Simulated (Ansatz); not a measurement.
This script makes cell relaxations under several functionals of Ge, space group P6_3/mmc with Ansatz 0.2.0, Python API.

`POSCAR_ge`
```text
Ge
1.0
   3.99758584    0.00000000    0.00000000
  -1.99879292    3.46201089    0.00000000
   0.00000000    0.00000000    6.59937795
Ge
4
Direct
   0.66666667    0.33333333    0.06290125
   0.33333333    0.66666667    0.56290125
   0.66666667    0.33333333    0.43709875
   0.33333333    0.66666667    0.93709875
```

`run_lattice.py`:
```python
"""How the lattice of Ge depends on the functional."""

import logging
import sys

import ansatz
from ase.io import read
import numpy as np

logging.basicConfig(stream=sys.stdout, format="[%(levelname)s] %(message)s")
logger = logging.getLogger("run")
logger.setLevel(logging.INFO)

def edges_and_angles(cell):
    cell = np.asarray(cell)
    a, b, c = np.linalg.norm(cell, axis=1)
    cosines = cell[1] @ cell[2] / (b * c), cell[0] @ cell[2] / (a * c), cell[0] @ cell[1] / (a * b)
    return (a, b, c, *np.degrees(np.arccos(cosines)))


def main() -> None:
    atoms = read("POSCAR_ge", format="vasp")
    xtal = ansatz.Crystal.from_ase(atoms)

    calculation = (
        xtal.calculation()
        .occupations("fermi_dirac")
        .kpoints(density=3.4)
        .relax(cell=True)
    )

    levels = [("pbesol", "d3bj"), ("r2scan", "d4"), ("blyp", "d3bj")]
    logger.info("level            a       b       c    alpha   beta  gamma  V/atom  steps")
    for name, dispersion in levels:
        seen = []
        run = calculation.functional(name, dispersion=dispersion).session().plan()
        result = run.execute(on_event=lambda e: seen.append(e) if e["event"] == "relax_step" else None)
        cell = result.lattice.cell_ang
        label = name if dispersion == "none" else f"{name}+{dispersion}"
        print("{:13s} {:7.4f} {:7.4f} {:7.4f} {:6.2f} {:6.2f} {:6.2f}".format(label, *edges_and_angles(cell)), f"{abs(np.linalg.det(cell)) / len(result.lattice.sites):7.3f} {len(seen):5d}")


if __name__ == "__main__":
    main()
```

Rank the levels of theory by the volume of the relaxed cell.

From smallest to largest: PBEsol+D3BJ (22.20 Å³ an atom, -2.8 % against the start), r2SCAN+D4 (22.59 Å³ an atom, -1.1 % against the start) and BLYP+D3BJ (23.47 Å³ an atom, +2.8 % against the start). The spread is 5.7 % in volume.

The run itself:

```console
$ python run_lattice.py
[INFO] level            a       b       c    alpha   beta  gamma  V/atom  steps
DeckWarning: basis.ecutwfc = 420 eV, auto-derived from the records' recommended cutoffs: set by Ge (normal level)
pbesol+d3bj    3.9655  3.9655  6.5219  90.00  90.00 120.00  22.205     5
DeckWarning: basis.ecutwfc = 500 eV, auto-derived from the records' recommended cutoffs: set by Ge (their level for a meta-GGA)
r2scan+d4      3.9839  3.9839  6.5747  90.00  90.00 120.00  22.592     4
blyp+d3bj      4.0348  4.0348  6.6576  90.00  90.00 120.00  23.465     5
```
(Warnings from the package without file and line.)

BLYP and dispersion corrections can be off by several per cent in the lattices of metals, and by several GPa in the pressure at a fixed cell. This isn't the structure that Ge takes at ambient conditions. Finished in 52 s on 1 thread of Intel(R) Xeon(R) Processor @ 2.30GHz, with other jobs on the host, peak memory 0.85 GiB.
